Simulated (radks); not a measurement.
# Cs⁺ in [Xe]: an all-electron calculation

One table from this session's results is given with a row withheld; the runs are named, their logs left out.

Method: scalar-relativistic Kohn-Sham, PBE, spin-polarised, spherical densities, point nucleus. Code: radks (a radial shooting solver on a logarithmic mesh, Libxc functionals) version 1.

### The atom as given

```
element       : caesium (Z = 55)
charge        : +1
electrons     : 54
configuration : [Xe]
```

Outer shells as boxes (Hund's rule):

Cs⁺
```
[Kr] core
4d [↑↓][↑↓][↑↓][↑↓][↑↓]
5s [↑↓]
5p [↑↓][↑↓][↑↓]
```

The first run:

Settings of this run:

```text
Z 55
configuration [Xe]
relativity scalar-relativistic
functional pbe,pbe
spin polarised
nucleus point
c 137.035999084
```

Started as:

```bash
> python run_ks.py task.json out
```

This one command runs every case of the session in turn.

One table of the session follows, with a row left open; its other results are not shown here.

It belongs to the step «Orbitals and density». Radial moments (bohr):

```
level      <r>  outermost maximum (interpolated)  90 % within  nodes
   1s        ?                                 ?            ?      ?
   2s   0.1121                            0.0949        0.173      1
   2p  0.09821                            0.0762        0.160      0
   3s   0.2990                             0.272        0.439      2
   3p   0.2970                             0.267        0.445      1
   3d   0.2736                             0.220        0.429      0
   4s   0.6947                             0.643        0.999      3
   4p   0.7394                             0.673         1.08      2
   4d   0.8366                             0.721         1.27      1
   5s    1.738                              1.54         2.52      4
   5p    2.071                              1.78         3.05      3
```

Estimate the missing values for 1s.

As computed: <r>: 0.02611; outermost maximum (interpolated): 0.0168; 90 % within: 0.0470; nodes: 0. In the column «<r>» it is the lowest.
